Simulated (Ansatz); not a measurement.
# Palladium, dhcp under r²SCAN: from relaxation to bulk modulus

What does r²SCAN give for palladium in the dhcp structure? We relax it, solve it on a dense k-mesh, then scale the cell to 7 volumes from 88 to 112 % of the relaxed one and try a fit of the equation of state. The start is ferromagnetic. The k-meshes are 13×13×4 for the relaxation; 17×17×5 for the dense run; 15×15×4 for the volumes.

Computed with Ansatz 0.2.0 (DFT r2SCAN, plane waves (500 eV) with PAW, scalar-relativistic; PBE-made PAW files, unless a step says otherwise).

## Step 1: The starting structure

It takes space group P6_3/mmc (No. 194, hexagonal). Conventional cell: a = 2.751 Å, b = 2.751 Å, c = 8.983 Å, α = 90.00°, β = 90.00°, γ = 120.00°. Around Pd (site symmetry -3m) lie 12 Pd at 2.75 Å. Pd (site symmetry -6m2) is surrounded by 12 Pd at 2.75 Å.

Structure file:

```
Pd
1.0
     2.75050    0.00000    0.00000
    -1.37525    2.38200    0.00000
     0.00000    0.00000    8.98313
Pd
4
Direct
  0.00000 0.00000 0.00000
  0.00000 0.00000 0.50000
  0.33333 0.66667 0.25000
  0.66667 0.33333 0.75000
```

The atoms start with moments of +0.5 ×4 μB.

## Step 2: Relaxing cell and atoms

Contents of input.yaml:

```yaml
crystal:
  lattice:
    - [2.7505001182, 0.0, 0.0]
    - [-1.3752500591, 2.3820029755, 0.0]
    - [0.0, 0.0, 8.9831333861]
  atoms:
    - { symbol: Pd, position: [0.0, 0.0, 0.0], spin: 0.5 }
    - { symbol: Pd, position: [0.0, 0.0, 0.5], spin: 0.5 }
    - { symbol: Pd, position: [0.3333333333, 0.6666666667, 0.25], spin: 0.5 }
    - { symbol: Pd, position: [0.6666666667, 0.3333333333, 0.75], spin: 0.5 }
hamiltonian:
  xc: r2scan
  pseudopotentials:
    kind: paw
    azcp:
      Pd: "pseudopotentials/Pd.paw.azcp"
basis:
  ecutwfc: 500
  fft_grid_basis: typed
kpoints:
  mp_grid: { grid: [13, 13, 4], shift: [0, 0, 0] }
magnetization:
  spin_polarized: true
scf:
  occupations: { method: fermi_dirac, width: 0.05 }
relax:
  max_steps: 60
  f_tol: 0.01
  cell: {}
```

On the command line:

```console
> ansatz run input.yaml --threads 1 --pin off --max-ram 3584MiB --backend cpu --events-out ev --progress --plain --runs-dir out
```

After this run come: The energy on a finer k-mesh; Equation of state: 88 %; Equation of state: 92 %; Equation of state: 96 %; Equation of state: 100 %; Equation of state: 104 %; Equation of state: 108 %; Equation of state: 112 %.

**Question.** What will these runs give? Wanted: space group; conventional cell; volume; shortest distance; gap on the mesh; magnetic state; V₀, B₀, B₀′.

As calculated:

| quantity | value |
| --- | --- |
| space group (spins left aside) | P6_3/mmc (No. 194) |
| conventional cell | a = 2.758 Å, c = 9.109 Å (c/a = 3.303) |
| volume | 14.998 Å³/atom |
| shortest distance | 2.758 Å |
| gap on the mesh | none (levels filled in part) |
| magnetic state | ferromagnetic, up to 0.45 μB per atom |
| V₀, B₀, B₀′ | 14.994 Å³/atom, 183 GPa, 5.5 |

**Reading.** From the guessed start the volume grew by 1.9 % in 6 steps. It ends ferromagnetic, with up to 0.45 μB per atom. Levels at the Fermi energy are filled in part, as in a metal. B₀ comes out at 183 GPa; letting shape and positions relax at each volume could only lower it. Relaxation kept the symmetry; phonons were not checked.
